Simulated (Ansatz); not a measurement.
**Te3Br: energies, forces and stress near the listed structure**

How do energy, forces, pressure and gap of Te3Br change under swapped elements? Each case is one self-consistent run.

Computed with Ansatz 0.2.0 (DFT PBEsol, scalar-relativistic, plane waves, PAW, unless a step's input says otherwise).

**1. The structure to begin with**

The structure is tetragonal, space group I4/mmm (No. 139). The conventional cell has a = 4.077 Å, b = 4.077 Å, c = 19.817 Å, α = 90.00°, β = 90.00°, γ = 90.00°. Around Te (site symmetry -4m2) lie 4 Te at 2.88 Å. Around Te (site symmetry 4/mmm) lie 4 Br at 2.88 Å. Around Br (site symmetry 4/mmm) lie 4 Te at 2.88 Å.

Coordinates:

```xyz
4
Lattice="-2.0384 2.0384 9.9085 2.0384 -2.0384 9.9085 2.0384 2.0384 -9.9085" Properties=species:S:1:pos:R:3 pbc="T T T"
Te    2.0384    0.0000    4.9543
Te    0.0000    2.0384    4.9543
Te    0.0000    0.0000    9.9085
Br    0.0000    0.0000    0.0000
```

It was made, by the change told below, from a structure of the Materials Project.

**2. One element swapped, cell strained: Se → Te, first probe**

The structure above already holds this change against its source: Te takes all sites of Se, and lengths are scaled by 1.068 as a first guess of the size; strain xx, yy, zz, yz, xz, xy = +0.4, +0.4, +9.4, +0.0, +0.0, +0.0 %.

The input, input.yaml:

```yaml
crystal:
  lattice:
    - [-2.0383638984, 2.0383638984, 9.9085324668]
    - [2.0383638984, -2.0383638984, 9.9085324668]
    - [2.0383638984, 2.0383638984, -9.9085324668]
  atoms:
    - { symbol: Te, position: [0.25, 0.75, 0.5] }
    - { symbol: Te, position: [0.75, 0.25, 0.5] }
    - { symbol: Te, position: [0.5, 0.5, 0.0] }
    - { symbol: Br, position: [0.0, 0.0, 0.0] }
basis:
  ecutwfc: 420
kpoints:
  mp_grid: { grid: [6, 6, 6] }
hamiltonian:
  xc: pbesol
scf:
  occupations: { method: gaussian, width: 0.1 }
output:
  forces: true
  stress: true
  eigenvalues: true
```

Launch:

```sh
$ ansatz run input.yaml --threads 1 --pin off --max-ram 1331MiB --backend cpu --events-out ev --progress --plain --runs-dir out
```

**3. Substitution of an element, cell strained: Se → Te**

input.yaml, as its differences from that of step 2:

```diff
@@ -13,3 +13,3 @@
 kpoints:
-  mp_grid: { grid: [6, 6, 6] }
+  mp_grid: { grid: [14, 14, 14] }
 hamiltonian:
@@ -22 +22,2 @@
   eigenvalues: true
+  populations: true
```

What does the calculation give? Wanted: for each run, case; energy; pressure; largest force.

As calculated:

| step | case | energy (meV/atom) | pressure (GPa) | largest force (eV/Å) | gap on the mesh (eV) |
| --- | --- | --- | --- | --- | --- |
| 3 | substitution of an element, cell strained: Se → Te | +0.0 | 2.2 | 0.00 | 0.00 |

Energies are counted from step 3, with the smearing taken to zero. A gap of 0.00 means none on the mesh at this level.

What this shows: The runs treat Te without spin-orbit coupling. Spin polarisation is off in the runs that give these values; a magnetic solution could lie lower.
